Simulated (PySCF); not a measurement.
**Hf₃: structure of the triplet**

Where does triplet Hf₃ go from a equilateral triangle start, is the end point a minimum, and what are its modes, charges and moments?

Method: PBE0, basis Hf def2-TZVP with ECP60, scalar-relativistic core potentials, no spin–orbit coupling, density fitting; program: PySCF 2.14.0.

### 1 The starting structure

3 atoms, charge 0, spin multiplicity 3.

Bond lengths: Hf1–Hf2 3.040 Å, Hf1–Hf3 3.040 Å, Hf2–Hf3 3.040 Å. Angles: Hf2–Hf1–Hf3 60.0°, Hf1–Hf2–Hf3 60.0°, Hf1–Hf3–Hf2 60.0°.

Z-matrix (Å, degrees; charge 0 multiplicity 3):
```
Hf
Hf 1 3.0400
Hf 1 3.0400 2 60.00
```

### 2 The SCF at the typed geometry

One driver script runs all steps and calls PySCF; scf.py shows how it sets up the SCF of each step. The optimiser is the driver's own. After this first run the driver tries any further starts and a stability analysis.

Input file scf.py:

```python
from pyscf import gto, scf, dft
mol = gto.M(atom='''
Hf     0.000000     1.755100     0.000000
Hf     1.520000    -0.877600     0.000000
Hf    -1.520000    -0.877600     0.000000''',
    basis={'Hf': 'def2-TZVP'},
    ecp={'Hf': 'def2-TZVP'},
    charge=0, spin=2)
mf = dft.UKS(mol, xc='PBE0')
mf.grids.atom_grid = (50, 194)
aux = {'Hf': 'def2-universal-JKFIT'}
mf = mf.density_fit(auxbasis=aux)
mf.conv_tol = 1e-08
mf.diis_space = 10
mf.max_cycle = 60
mf.init_guess = 'minao'
mf.verbose = 4
mf.kernel()
```

On the command line:

```console
> OMP_NUM_THREADS=4 python axn.py task.json out
```

After this run come: Relaxation: equilateral triangle start, triplet; Vibrations and properties at this point.

What does the calculation give? Wanted: minimum; geometry; wavenumbers; dipole moment; highest occupied, lowest empty level; polar-tensor charge of Hf1; zero-point energy; atomisation energy; ⟨S²⟩.

As calculated:

| quantity | value |
| --- | --- |
| minimum | triplet, D3h |
| geometry | Hf–Hf 2.707 Å (×3); Hf–Hf–Hf 60.0° (×3) |
| wavenumbers (cm⁻¹) | 146 (e'), 203 (a1') |
| dipole moment | 0.00 D |
| highest occupied, lowest empty level (either spin) | -4.10, -1.99 eV |
| polar-tensor charge of Hf1 | -0.00 e |
| zero-point energy | 3.0 kJ/mol |
| entropy at 298.15 K | 345.5 J/(mol K) |
| atomisation energy (no zero-point energy) | 555 kJ/mol |
| ⟨S²⟩ | 2.055 |

The equilateral triangle start keeps its D3h symmetry and ends in a minimum. Other starts or spin states, not run here, may lie lower. Open d and f shells are described by one determinant, and the ground state may have another occupation or spin. Spin–orbit coupling, left out here, can matter for elements this heavy.
